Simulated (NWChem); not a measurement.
# C2H4BrCl (1-bromo-1-chloroethane): levels of theory compared

We compute a comparison of 5 runs (B3LYP/3-21G, B3LYP/6-311G**, B3LYP/6-31G, B3LYP/6-31G*, B3LYP/6-31G**) of C2H4BrCl (1-bromo-1-chloroethane). 

Program for the calculation: NWChem 7.3.0.

5 further runs of the same task are left out: 5 that didn't finish.

**1. Starting point**

C2H4BrCl: 8 atoms, total charge 0, spin state singlet. As SMILES, `CC(Cl)Br`. The coordinates come from a PBE0-D4/def2-TZVP relaxation.

Bond lengths: C1–C2 1.503 Å, C2–Cl3 1.770 Å, C2–Br4 1.948 Å, C1–H5 1.090 Å, C1–H6 1.091 Å, C1–H7 1.092 Å, C2–H8 1.086 Å. Some angles: C1–C2–Cl3 111.2°, C1–C2–Br4 110.6°, Cl3–C2–Br4 110.6°, C1–C2–H8 112.9°, Cl3–C2–H8 106.6°, Br4–C2–H8 104.7°, C2–C1–H5 110.7°, C2–C1–H6 109.8°, C2–C1–H7 109.4°, H5–C1–H6 109.0°.

**2. The energy at B3LYP/3-21G (run 1)**

Contents of c2h4brcl.nw:

```
start c2h4brcl
memory 2200 mb
geometry units angstroms noautosym nocenter noautoz
  C      0.165300     0.812500     0.022800
  C     -0.091600    -0.665200     0.116100
  Cl     1.308100    -1.595600    -0.439400
  Br    -1.682700    -1.150500    -0.897800
  H      0.352400     1.105700    -1.010200
  H     -0.699500     1.363100     0.396600
  H      1.039500     1.067300     0.626000
  H     -0.299600    -0.994300     1.130100
end
basis spherical bse
  * library 3-21G
end
dft
  xc b3lyp
  grid fine
  convergence energy 1e-08
  maxiter 100
  mulliken
  print low
end
task dft energy
```

Run with:

```
$ nwchem c2h4brcl.nw > c2h4brcl.out
```

What it wrote:

```text
[...]
 d= 0,ls=0.0,diis     1  -3097.8782524710 -3.42D+03  2.91D-02  8.50D-01     0.6
[...]
 d= 0,ls=0.0,diis     8  -3097.9833361453  2.76D-09  4.98D-06  1.06D-07     3.4
         Total DFT energy =    -3097.983336145309
      One electron energy =    -4942.733034787540
           Coulomb energy =     1658.377667255920
    Exchange-Corr. energy =     -131.982941173069
 Nuclear repulsion energy =      318.354972559381
[...]
      Total Density - Mulliken Population Analysis
     ---------------------------------------------
    Atom       Charge   Shell Charges
 -----------   ------   -------------------------------------------------------
    1 C    6     6.52   1.99  0.37  1.70  1.09  1.37
    2 C    6     6.71   1.99  0.36  1.57  1.25  1.55
    3 Cl  17    16.90   2.00  1.96  5.89  1.18  3.07  0.79  2.00
    4 Br  35    34.86   2.00  2.00  5.99  2.00  5.96  0.86  2.37  1.09  2.60  9.99
    5 H    1     0.77   0.47  0.30
    6 H    1     0.78   0.47  0.31
    7 H    1     0.78   0.47  0.31
    8 H    1     0.69   0.47  0.22
[...]
```

It took 3.9 s on 1 thread of AMD EPYC 9R45 (Zen 5), shared host; peak memory 0.12 GiB.

**3. The energy at B3LYP/6-311G(d,p) (run 2)**

Contents of c2h4brcl.nw:

```
start c2h4brcl
memory stack 880 mb heap 220 mb global 1100 mb

geometry noautosym nocenter noautoz
  C     0.165300    0.812500    0.022800
  C    -0.091600   -0.665200    0.116100
  Cl    1.308100   -1.595600   -0.439400
  Br   -1.682700   -1.150500   -0.897800
  H     0.352400    1.105700   -1.010200
  H    -0.699500    1.363100    0.396600
  H     1.039500    1.067300    0.626000
  H    -0.299600   -0.994300    1.130100
end

basis "ao basis" spherical bse
  * library 6-311G**
end

dft
  xc b3lyp
  grid fine
  convergence energy 1e-08
  iterations 100
  mulliken
  print low
end

task dft
```

Run with:

```
$ nwchem c2h4brcl.nw > c2h4brcl.out
```

What it wrote:

```text
[...]
 d= 0,ls=0.0,diis     1  -3112.9151991623 -3.43D+03  8.82D-03  4.77D+00     2.7
[...]
 d= 0,ls=0.0,diis    10  -3113.0168276967 -1.43D-09  1.65D-07  6.51D-10    20.9
         Total DFT energy =    -3113.016827696650
      One electron energy =    -4957.110990831088
           Coulomb energy =     1657.715129642392
    Exchange-Corr. energy =     -131.975939067334
 Nuclear repulsion energy =      318.354972559381
[...]
      Total Density - Mulliken Population Analysis
     ---------------------------------------------
    Atom       Charge   Shell Charges
 -----------   ------   -------------------------------------------------------
    1 C    6     6.25   1.10  0.89  0.66  0.75  1.53  0.43  0.84  0.05
    2 C    6     6.34   1.10  0.89  0.59  0.79  1.49  0.54  0.86  0.09
    3 Cl  17    17.03   0.78  1.19  0.89  1.09  1.03  0.98  7.43 -1.52  1.09  2.91  1.13  0.03
    4 Br  35    35.01   0.75  1.21  1.19  0.79  1.01  1.01  1.31  0.67  0.48  5.50  4.82  1.08  0.91  2.83  1.41  7.73  2.14  0.16
    5 H    1     0.85   0.28  0.45  0.10  0.02
    6 H    1     0.86   0.28  0.46  0.10  0.02
    7 H    1     0.86   0.28  0.46  0.10  0.02
    8 H    1     0.79   0.28  0.44  0.05  0.02
[...]
```

It took 22 s on 1 thread of AMD EPYC 9R45 (Zen 5), shared host; peak memory 0.12 GiB.

**4. A single-point energy at B3LYP/6-31G (run 3)**

Contents of c2h4brcl.nw:

```
start c2h4brcl
title "C2H4BrCl energy"
memory total 2200 mb
charge 0

geometry noautosym nocenter noautoz
   C        0.165300       0.812500       0.022800
   C       -0.091600      -0.665200       0.116100
   Cl       1.308100      -1.595600      -0.439400
   Br      -1.682700      -1.150500      -0.897800
   H        0.352400       1.105700      -1.010200
   H       -0.699500       1.363100       0.396600
   H        1.039500       1.067300       0.626000
   H       -0.299600      -0.994300       1.130100
end

basis "ao basis" spherical bse
   * library 6-31G
end

dft
   xc b3lyp
   grid fine
   convergence energy 1e-08
   iterations 100
   mulliken
   print low
end

task dft
```

Run with:

```
$ nwchem c2h4brcl.nw > c2h4brcl.out
```

What it wrote:

```text
[...]
 d= 0,ls=0.0,diis     1  -3112.4784174244 -3.43D+03  2.59D-02  7.64D-01     1.5
[...]
 d= 0,ls=0.0,diis     8  -3112.5816130983  3.94D-09  5.02D-06  2.74D-07     8.1
         Total DFT energy =    -3112.581613098308
      One electron energy =    -4957.314856206734
           Coulomb energy =     1658.436961891561
    Exchange-Corr. energy =     -132.058691342516
 Nuclear repulsion energy =      318.354972559381
[...]
      Total Density - Mulliken Population Analysis
     ---------------------------------------------
    Atom       Charge   Shell Charges
 -----------   ------   -------------------------------------------------------
    1 C    6     6.37   2.00  0.67  2.15  0.64  0.91
    2 C    6     6.57   2.00  0.67  1.99  0.82  1.09
    3 Cl  17    16.93   2.00  2.00  5.97  1.43  3.61  0.52  1.41
    4 Br  35    34.91   2.00  2.00  6.00  2.00  5.98  1.63  3.74  0.32  1.23  6.97  3.03
    5 H    1     0.82   0.53  0.29
    6 H    1     0.83   0.53  0.30
    7 H    1     0.83   0.53  0.30
    8 H    1     0.75   0.53  0.22
[...]
```

It took 8.7 s on 1 thread of AMD EPYC 9R45 (Zen 5), shared host; peak memory 0.12 GiB.

Run 4 isn't shown in full; the table further down has it.

**5. The energy at B3LYP/6-31G(d,p) (spherical functions) (run 5)**

Contents of c2h4brcl.nw:

```
START c2h4brcl
TITLE "C2H4BrCl"
memory 2200 mb
charge 0

GEOMETRY units au noautosym nocenter noautoz
C    0.31237173   1.53540248   0.04308576
C   -0.17309891  -1.25704582   0.21939720
Cl   2.47195074  -3.01524700  -0.83034566
Br  -3.17984215  -2.17412991  -1.69659611
H    0.66593949   2.08947018  -1.90900133
H   -1.32186342   2.57588568   0.74946538
H    1.96437031   2.01690469   1.18296855
H   -0.56616195  -1.87895469   2.13557949
END

BASIS spherical bse
* library 6-31G**
END

DFT
xc b3lyp
grid fine
convergence energy 1e-08
iterations 100
mulliken
print low
END

TASK dft
```

Run with:

```
$ nwchem c2h4brcl.nw > c2h4brcl.out
```

What it wrote:

```text
[...]
 d= 0,ls=0.0,diis     1  -3112.5977396475 -3.43D+03  1.41D-02  7.83D-01     2.2
[...]
 d= 0,ls=0.0,diis     8  -3112.6929395752 -1.15D-09  2.47D-06  7.11D-08    13.1
         Total DFT energy =    -3112.692939575203
      One electron energy =    -4956.392600264484
           Coulomb energy =     1657.326581233981
    Exchange-Corr. energy =     -131.981870348044
 Nuclear repulsion energy =      318.354949803344
[...]
      Total Density - Mulliken Population Analysis
     ---------------------------------------------
    Atom       Charge   Shell Charges
 -----------   ------   -------------------------------------------------------
    1 C    6     6.30   2.00  0.67  2.13  0.58  0.90  0.03
    2 C    6     6.24   2.00  0.69  1.96  0.65  0.89  0.05
    3 Cl  17    17.02   2.00  2.00  5.97  1.42  3.60  0.52  1.48  0.03
    4 Br  35    35.06   2.00  2.00  6.00  2.00  5.99  1.64  3.79  0.32  1.29  6.95  2.92  0.17
    5 H    1     0.85   0.53  0.31  0.01
    6 H    1     0.86   0.53  0.32  0.01
    7 H    1     0.87   0.53  0.33  0.01
    8 H    1     0.81   0.53  0.26  0.01
[...]
```

Wall time 14 s (1 thread of AMD EPYC 9R45 (Zen 5), shared host); peak memory 0.12 GiB.

**6. All runs side by side**

```csv
run,level,energy (Eh),wall time
1,B3LYP/3-21G,-3097.983336,3.9 s
2,B3LYP/6-311G**,-3113.016828,22 s
3,B3LYP/6-31G,-3112.581613,8.7 s
4,B3LYP/6-31G* (spherical functions),-3112.687483,11 s
5,B3LYP/6-31G** (spherical functions),-3112.692940,14 s
```

**7. Summary of results**

| quantity | value |
| --- | --- |
| run 5: total energy | -3112.69294 Eh |

In words: Over the runs the total energy spans 409.082 eV. All runs together took 59 s, the longest 22 s.
